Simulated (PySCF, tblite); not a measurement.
# C₅H₁₃BrSi₂: geometry, infrared bands and NMR shifts

Wanted: the infrared bands and NMR shifts of C₅H₁₃BrSi₂ (`C=C[C@@H](C)[Si@@H](Br)C[SiH3]`), by calculation.

Computed with tblite 0.8.0 and PySCF 2.14.0, with density-fitted response routines of our own, on a single molecule in the gas phase. Atoms count from 0, in the outputs and in this text.

### Step 1. Starting geometry

21 atoms, charge 0, multiplicity 1; geometry from: force field or distance geometry start.

Bonds of the start (Å): C0–C1 1.33, C1–C2 1.53, C2–C3 1.54, C2–Si4 1.92, Si4–Br5 2.23, Si4–C6 1.86, C6–Si7 1.84, C0–H8 1.09, C0–H9 1.08, C1–H10 1.10, C2–H11 1.09, C3–H12 1.11, C3–H13 1.10, C3–H14 1.10, Si4–H15 1.49, C6–H16 1.09, C6–H17 1.10, Si7–H18 1.48, Si7–H19 1.48, Si7–H20 1.49.

### Step 2. Geometry optimisation with GFN2-xTB

The job: settings as JSON, then the geometry in Å.

```
{"job": {"kind": "relax", "xc": "GFN2-xTB", "basis": "xTB"}, "charge": 0, "multiplicity": 1}
C     -1.738400     0.877300    -1.586500
C     -1.701200     0.388600    -0.351800
C     -0.585600     0.695900     0.653800
C     -1.194300     1.414200     1.866300
Si     0.466200    -0.840000     1.108700
Br    -0.837100    -2.296100     2.180300
C      1.159100    -1.712700    -0.379600
Si     2.455100    -0.618800    -1.102400
H     -2.564800     0.626300    -2.248100
H     -0.987100     1.547900    -1.965900
H     -2.507100    -0.271100    -0.011700
H      0.102000     1.406000     0.193300
H     -1.923700     0.776800     2.411600
H     -0.409000     1.685900     2.589200
H     -1.714700     2.334500     1.579000
H      1.539100    -0.435400     2.058900
H      0.372900    -1.932400    -1.101200
H      1.598700    -2.678900    -0.080900
H      3.040300    -1.273100    -2.294200
H      3.549600    -0.360300    -0.133900
H      1.871100     0.682300    -1.534200
```

The run is started by

```console
> OMP_NUM_THREADS=1 python probes_run.py task.json out
```

The driver reads the jobs from task.json and runs them one after another.

**Question.** This job is followed by: GFN2-xTB harmonic vibrations, gas phase; GIAO PBE0/pcSseg-1 NMR shielding, non-relativistic, gas phase. Predict these results of the whole session: strongest single infrared mode (GFN2-xTB); zero-point energy (GFN2-xTB); 13C shifts against TMS (PBE0/pcSseg-1); 1H shifts against TMS (PBE0/pcSseg-1, means over atoms taken as alike); 29Si shifts against TMS (PBE0/pcSseg-1); 79Br shifts against HBr (PBE0/pcSseg-1).

The runs gave:

| quantity | value |
| --- | --- |
| strongest single infrared mode (GFN2-xTB) | 797 cm⁻¹, 531 km/mol |
| zero-point energy (GFN2-xTB) | 99.1 kcal/mol |
| 13C shifts against TMS (PBE0/pcSseg-1) | 148.7, 120.0, 33.4, 17.2, -3.3 ppm |
| 1H shifts against TMS (PBE0/pcSseg-1, means over atoms taken as alike) | 6.09, 5.41, 5.37, 5.34, 3.96, 1.93, 1.38, 0.66, 0.23 ppm |
| 29Si shifts against TMS (PBE0/pcSseg-1) | 20.9, -78.6 ppm |
| 79Br shifts against HBr (PBE0/pcSseg-1) | -95 ppm |

What this shows: The optimisation took 85 steps and gained 0.205 eV; among the close pairs (by a distance rule), C6–Si7 changed most, from 1.844 to 1.902 Å. All 57 modes are real, so the xTB geometry is a minimum. The strongest single mode, at 797 cm⁻¹, is carried by H20, H19, H18, Si7. Unscaled tight-binding wavenumbers are off by several per cent, some by more. Its intensities can rank the bands wrongly. C1 (alkene CH) lies farthest downfield among carbon, at 148.7 ppm; as expected for a trigonal carbon in a double bond. The most deshielded hydrogen is H10 (hydrogen on an alkene CH), at 6.09 ppm: attached to an sp2 carbon and in the plane of the double bond. At PBE0/pcSseg-1: Shielding is most anisotropic at Br5 (span 291 ppm, paramagnetic term -409 ppm). Spin-orbit coupling is left out, which matters for shieldings and couplings at and beside the heavy atoms.
